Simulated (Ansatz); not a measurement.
# ClH₅SSi₂, SMILES [SiH3][SiH](S)Cl: a rigid scan of one bond angle

Program: Ansatz's Python interface.

Script `bend.py`:
```python
"""Bending curve of ClH5SSi2."""

import warnings

import ansatz as az
from ase import Atoms


def main() -> None:
    warnings.simplefilter("ignore", az.DeckWarning)

    atoms = Atoms(["Si", "Si", "S", "Cl", "H", "H", "H", "H", "H"], positions=[
        (-0.5423, 1.1833, -0.7863),
        (0.3137, -0.7005, 0.0655),
        (0.8603, -0.4737, 2.1088),
        (-0.9287, -2.253, -0.0404),
        (-0.9696, 1.0359, -2.2437),
        (-1.811, 1.6605, -0.0541),
        (0.4118, 2.3545, -0.7398),
        (1.5627, -1.1043, -0.6992),
        (1.1917, -1.749, 2.372),
    ])

    # start the scan from a relaxed geometry
    first = (
        az.Crystal.molecule_from_ase(atoms).calculation()
        .basis(gaussian="def2-SVP")
        .functional("R2SCAN0")
        .relax(force_tolerance=0.02, max_steps=80)  # relax until the tolerances are met
    )
    atoms.positions = first.run(threads=1).report["positions_ang"]

    rows = []
    for angle in [85, 95, 105, 115, 125, 140, 160]:
        bent = atoms.copy()
        bent.set_angle(1, 2, 8, angle, indices=[8])
        model = az.Crystal.molecule_from_ase(bent).calculation().basis(gaussian="def2-SVP").functional("R2SCAN0")
        rows.append((angle, model.run(threads=1).report["free_energy_ev"]))
    floor = min(e for _, e in rows)
    for angle, e in rows:
        print(f"angle Si1-S2-H8 = {angle:3d} deg   {1000 * (e - floor):9.1f} meV")


if __name__ == "__main__":
    main()
```

```console
$ python bend.py
angle Si1-S2-H8 =  85 deg        57.7 meV
angle Si1-S2-H8 =  95 deg         0.0 meV
angle Si1-S2-H8 = 105 deg        46.9 meV
angle Si1-S2-H8 = 115 deg       189.8 meV
angle Si1-S2-H8 = 125 deg       415.9 meV
angle Si1-S2-H8 = 140 deg       867.2 meV
angle Si1-S2-H8 = 160 deg      1507.4 meV
```

The scan is rigid, and the energies are electronic, in a modest basis. The zero is the lowest point of the grid, which needn't be the minimum. Finished in 110 s on 1 thread of Arm Neoverse V1, with other jobs on the host, peak memory 0.29 GiB.

(A comment or docstring line of the script was reworded after the run, the code is as it ran.)
